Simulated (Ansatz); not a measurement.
# C3H9ClSi: the cost of one run

Method: UKS PBE0-D4/6-31G, in Ansatz 0.2.0.

### 1 The structure to begin with

Bond lengths: Si1–C2 2.168 Å, C2–C3 1.560 Å, Si1–C4 1.871 Å, Si1–H6 1.456 Å, Si1–Cl7 2.030 Å, C2–H8 1.094 Å, C2–H9 1.095 Å, C3–H10 1.087 Å, C3–H11 1.088 Å, C3–H12 1.091 Å, C4–H13 1.083 Å, C4–H14 1.084 Å. Angles (14 of 21 angles, heavy atoms first): Si1–C2–C3 110.1°, C2–Si1–C4 79.1°, C2–Si1–Cl7 107.2°, C4–Si1–Cl7 114.1°, Si1–C2–H8 114.7°, Si1–C2–H9 111.8°, C3–C2–H8 102.4°, C3–C2–H9 103.1°, C2–Si1–H6 113.8°, C4–Si1–H6 132.5°, H6–Si1–Cl7 105.4°, C2–C3–H10 110.3°, C2–C3–H11 110.0°, C2–C3–H12 111.8°.

Structure file:

```xyz
14

Si    0.1178    0.5603    1.2710
C    -0.0857   -0.3276   -0.6962
C    -1.1265   -1.4884   -0.6545
C     1.4890    1.4339    0.3446
H     0.8826    0.7067   -0.6690
H     0.1282   -0.4105    2.3561
Cl   -1.5291    1.7048    1.5875
H     0.8126   -0.8302   -1.0665
H    -0.5239    0.3729   -1.4141
H    -2.0755   -1.1293   -0.2641
H    -0.7695   -2.2858   -0.0054
H    -1.3032   -1.9098   -1.6450
H     2.4980    1.0856    0.5298
H     1.4852    2.5174    0.3257
```

### 2 Pulling towards end A

Springs on the bonds that form and break draw the guess towards this end; the thresholds are loose.

input.yaml reads:

```yaml
crystal:
  periodic: [false, false, false]
  atoms:
    - { symbol: Si, position_ang: [0.1178, 0.5603, 1.271] }
    - { symbol: C, position_ang: [-0.0857, -0.3276, -0.6962] }
    - { symbol: C, position_ang: [-1.1265, -1.4884, -0.6545] }
    - { symbol: C, position_ang: [1.489, 1.4339, 0.3446] }
    - { symbol: H, position_ang: [0.8826, 0.7067, -0.669] }
    - { symbol: H, position_ang: [0.1282, -0.4105, 2.3561] }
    - { symbol: Cl, position_ang: [-1.5291, 1.7048, 1.5875] }
    - { symbol: H, position_ang: [0.8126, -0.8302, -1.0665] }
    - { symbol: H, position_ang: [-0.5239, 0.3729, -1.4141] }
    - { symbol: H, position_ang: [-2.0755, -1.1293, -0.2641] }
    - { symbol: H, position_ang: [-0.7695, -2.2858, -0.0054] }
    - { symbol: H, position_ang: [-1.3032, -1.9098, -1.645] }
    - { symbol: H, position_ang: [2.498, 1.0856, 0.5298] }
    - { symbol: H, position_ang: [1.4852, 2.5174, 0.3257] }
magnetization:
  spin_polarized: true
basis:
  gaussian: { orbitals: "6-31G" }
hamiltonian:
  xc: pbe0
  dispersion: d4
relax:
  f_tol: 0.15
  max_steps: 25
  restrain:
    - { distance: [4, 1], at: 2.37, k: 30.0 }
    - { distance: [0, 1], at: 1.87, k: 30.0 }
    - { distance: [4, 3], at: 1.07, k: 30.0 }
```

Command:

```console
ansatz run input.yaml --threads 2 --pin off --max-ram 3072MiB --backend cpu --events-out ev --progress --plain --runs-dir out
```

What time and memory should one allow on 2 threads of Intel Xeon 6975P-C (Granite Rapids), shared host?

About 17 s, with a peak of 0.28 GiB.
